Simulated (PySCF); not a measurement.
# Ways to converge the SCF of SeF⁺ (triplet)

Do solver options change the result for SeF⁺ (triplet), or only the number of cycles?

The runs use PySCF 2.14.0; method and basis as typed in the scripts.

3 further runs of the same task are left out: 3 that didn't finish.

## Step 1: Starting geometry

SeF⁺ (triplet): 2 atoms, charge 1, spin multiplicity 3.

Bond lengths: Se1–F2 1.830 Å.

## Step 2: The run that the others are compared with

Input file input.py:

```python
from pyscf import gto, dft
from pyscf.prop.polarizability import uhf as pol

mol = gto.M(
    atom='Se 0 0 0; F 0 0 1.83',
    basis='pcseg-1',
    charge=1,
    spin=2,
    symmetry=True,
    verbose=4,
)
mf = dft.UKS(mol, xc='o3lyp')
mf.kernel()
print('polarizability (a.u.)')
print(pol.Polarizability(mf).polarizability().round(4))
mf.dip_moment()
print('orbital energies (hartree):', [e[max(0, n-3):n+3].round(4) for e, n in zip(mf.mo_energy, mol.nelec)])
```

On the command line:

```bash
$ OMP_NUM_THREADS=1 python input.py
```

The log of this run is left out.

In short: E(SCF) = -2501.159584 Eh, 11 cycles, ⟨S²⟩ = 2.004, α(xx, yy, zz) = 12.7, 12.7, 24.6 bohr³.

The bond length is a typed value, not an optimised one. The dipole of an ion depends on the origin. The triplet is typed in the script; nothing here shows that it is the ground state.

## Step 3: Second-order solver on

Variant 1 changes second-order solver: off → on.

Input file input.py:

```python
from pyscf import gto, dft
from pyscf.prop.polarizability import uhf as pol

mol = gto.M(
    atom='Se 0 0 0; F 0 0 1.83',
    basis='pcseg-1',
    charge=1,
    spin=2,
    symmetry=True,
    verbose=4,
)
mf = dft.UKS(mol, xc='o3lyp')
mf = mf.newton()
mf.kernel()
print('polarizability (a.u.)')
print(pol.Polarizability(mf).polarizability().round(4))
mf.dip_moment()
print('orbital energies (hartree):', [e[max(0, n-3):n+3].round(4) for e, n in zip(mf.mo_energy, mol.nelec)])
```

On the command line:

```bash
$ OMP_NUM_THREADS=1 python input.py
```

## Step 4: DIIS space 20

Variant 2 changes DIIS space: default → 20.

Changes to input.py since step 2:

```diff
@@ -12,2 +12,3 @@
 mf = dft.UKS(mol, xc='o3lyp')
+mf.diis_space = 20
 mf.kernel()
```

## Step 5: Point-group symmetry off

Variant 3 changes point-group symmetry: on → off.

Changes to input.py since step 2:

```diff
@@ -8,3 +8,2 @@
     spin=2,
-    symmetry=True,
     verbose=4,
```

**Question.** What will these runs give? Wanted: for each run, E(SCF); from base; gap, α spin.

As calculated:

```csv
run,E(SCF) (hartree),from base (eV),cycles,"gap, α spin (eV)"
base,-2501.159584,0,11,4.73
second-order solver on,-2501.159584,0.0000,4 macro,4.73
DIIS space 20,-2501.159584,0.0000,11,4.73
point-group symmetry off,-2501.159584,0.0000,11,4.73
```

Distance from each run's final energy (log10 hartree) by cycle:

```csv
run,cycle 1,cycle 2,cycle 3,cycle 5,cycle 8,cycle 12
base,-1.0,0.3,-2.5,-5.2,-7.7,done
second-order solver on,-1.9,-4.8,-11.0,done,done,done
DIIS space 20,-1.0,0.3,-2.5,-5.2,-7.7,done
point-group symmetry off,-1.0,0.3,-2.5,-5.2,-7.7,done
```

**Reading.** No change of the SCF energy comes from second-order solver on or DIIS space 20 or point-group symmetry off. With DIIS space 20, point-group symmetry off the path hardly changes: 11 cycles against 11.
